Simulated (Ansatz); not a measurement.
**U-wB97X/def2-SVP run of C2H4NOSi (SMILES C[SiH]N=C=O)**

Aim: the vertical doublet–quartet gap of C2H4NOSi at U-wB97X/def2-SVP, from 2 runs. 

Program for the calculation: Ansatz 0.2.0.

104 further runs of the same task are left out: 104 set aside as unsound or not needed.

## Step 1: Starting point

C2H4NOSi has 9 atoms, charge 0, and is taken as a doublet. As SMILES, `C[SiH]N=C=O`. The coordinates come from a PBE0-D4/def2-TZVP relaxation. This is one conformer, not always the lowest.

Bond lengths: C1–Si2 1.865 Å, Si2–N3 1.715 Å, N3–C4 1.195 Å, C4–O5 1.166 Å, C1–H6 1.094 Å, C1–H7 1.091 Å, C1–H8 1.092 Å, Si2–H9 1.490 Å. Some angles: C1–Si2–N3 109.4°, Si2–N3–C4 161.1°, N3–C4–O5 178.3°, C1–Si2–H9 111.9°, N3–Si2–H9 107.3°, Si2–C1–H6 110.2°, Si2–C1–H7 111.1°, Si2–C1–H8 110.1°, H6–C1–H7 108.5°, H6–C1–H8 108.5°.

## Step 2: The energy at U-wB97X/def2-SVP

The input, input.yaml:

```yaml
basis:
  gaussian: {orbitals: def2-SVP}
crystal:
  periodic: [false, false, false]
  atoms:
    - {symbol: C, position_ang: [-0.230800, 0.936500, 1.233300]}
    - {symbol: Si, position_ang: [-0.019100, 0.717300, -0.606900]}
    - {symbol: "N", position_ang: [0.147000, -0.951200, -0.966600]}
    - {symbol: C, position_ang: [-0.027700, -2.022300, -1.465700]}
    - {symbol: O, position_ang: [-0.174100, -3.081100, -1.930900]}
    - {symbol: H, position_ang: [0.625000, 0.510600, 1.765400]}
    - {symbol: H, position_ang: [-1.138100, 0.442600, 1.585600]}
    - {symbol: H, position_ang: [-0.298200, 1.998600, 1.479400]}
    - {symbol: H, position_ang: [1.204500, 1.402700, -1.110500]}
magnetization: {spin_polarized: true, initial_magnetization: 1}
hamiltonian: {xc: {name: wB97X}}
accuracy: high
output: {orbitals: {seedname: orbitals}}
```

Command:

```console
$ ansatz run input.yaml --threads 1 --pin off --max-ram 3480MiB --events-out events.jsonl --progress --plain --runs-dir runs
```

The log of the run:

```text
Warning: RAYON_NUM_THREADS=1 ignored (pool sized by the plan → 1); use --threads N
Functional definition: wB97X
  name "wB97X"
  parameter omega = 0.3/bohr
  parameter cx = 0.157706
  parameter cx1 = 0.726479
  parameter cx2 = 1.04760
  parameter cx3 = -5.70635
  parameter cx4 = 13.2794
  parameter css1 = -4.33879
  parameter css2 = 18.2308
  parameter css3 = -31.7430
  parameter css4 = 17.2901
  parameter cos1 = 2.37031
  parameter cos2 = -11.3995
  parameter cos3 = 6.58405
  parameter cos4 = -3.78132
  exchange = spin_sum(e_x_unif_sr(omega)*poly(b97_u_x, 1 - cx, cx1, cx2, cx3, cx4)) + cx*exact_x_sr(omega)
      + exact_x_lr(omega)
  correlation = spin_sum(e_c_pw_same_spin*poly(b97_u_same, 1, css1, css2, css3, css4))
      + integral(e_c_pw_opposite_spin*poly(b97_u_opposite, 1, cos1, cos2, cos3, cos4))
2091 factors; integrals over basis functions are off by at most 3.8e-9 eV
385 factors; integrals over basis functions are off by at most 1.6e-9 eV
mean field evaluation 1: about -13540.1487 eV, gradient 3.5e1 eV
mean field evaluation 2: about -13541.1404 eV, gradient 3.3e1 eV
mean field evaluation 4: about -13545.0443 eV, gradient 1.9e0 eV
mean field evaluation 8: about -13545.2179 eV, gradient 1.6e-1 eV
mean field evaluation 16: about -13545.2182 eV, gradient 3.7e-4 eV
mean field evaluation 32: about -13545.2182 eV, gradient 8.8e-9 eV
mean field -13545.21816459 eV, -497.7775862701 hartree, gradient 8.8e-9 eV, S^2 0.752526; 0 other end points of the search recorded, 0 dependent functions left out
reference -13545.21816221 eV, -497.7775861827 hartree; 23, 22 occupied and 71, 72 virtual orbitals, 2091 factors
Total energy: -13545.21816221 eV, -497.7775861827 hartree
```

Run time: 68 s. Hardware: 1 thread of Arm Neoverse V1, shared host; peak memory 0.9 GiB.

## Step 3: The quartet

input.yaml: that of step 2 with these lines changed.

```diff
@@ -1,3 +1 @@
-basis:
-  gaussian: {orbitals: def2-SVP}
 crystal:
@@ -14,4 +12,10 @@
     - {symbol: H, position_ang: [1.204500, 1.402700, -1.110500]}
-magnetization: {spin_polarized: true, initial_magnetization: 1}
-hamiltonian: {xc: {name: wB97X}}
+basis:
+  gaussian:
+    orbitals: def2-SVP
+magnetization:
+  spin_polarized: true
+  initial_magnetization: 3
+hamiltonian:
+  xc: {name: wB97X}
 accuracy: high
```

Command:

```console
$ ansatz run input.yaml --threads 1 --pin off --max-ram 3480MiB --events-out events.jsonl --progress --plain --runs-dir runs
```

The log of the run, shortened:

```text
Warning: RAYON_NUM_THREADS=1 ignored (pool sized by the plan → 1); use --threads N
[... 2 set-up lines as earlier in the session ...]
[...]
      + exact_x_lr(omega)
[...]
      + integral(e_c_pw_opposite_spin*poly(b97_u_opposite, 1, cos1, cos2, cos3, cos4))
2091 factors; integrals over basis functions are off by at most 3.8e-9 eV
385 factors; integrals over basis functions are off by at most 1.6e-9 eV
[...]
mean field -13538.21608848 eV, -497.5202647194 hartree, gradient 7.9e-8 eV, S^2 3.758122; 4 other end points of the search recorded, 0 dependent functions left out
reference -13538.21608626 eV, -497.5202646376 hartree; 24, 21 occupied and 70, 73 virtual orbitals, 2091 factors
Total energy: -13538.21608626 eV, -497.5202646376 hartree
```

It took 3.4 min on 1 thread of Arm Neoverse V1, shared host; peak memory 0.9 GiB.

## Step 4: What came out

Level: U-wB97X/def2-SVP.

| quantity | value |
| --- | --- |
| doublet: total energy | -497.77759 Eh |
| doublet: HOMO energy (highest over α and β) | -8.05 eV |
| doublet: LUMO energy (lowest over α and β) | -0.92 eV |
| doublet: ⟨S²⟩ | 0.753 |
| quartet: total energy | -497.52026 Eh |
| quartet: HOMO energy (highest over α and β) | -3.89 eV |
| quartet: LUMO energy (lowest over α and β) | -3.30 eV |
| quartet: ⟨S²⟩ | 3.758 |
| vertical energy of the quartet above the doublet | 7.002 eV |

In words: At this shape the quartet lies 7.00 eV (161 kcal/mol) above the doublet.
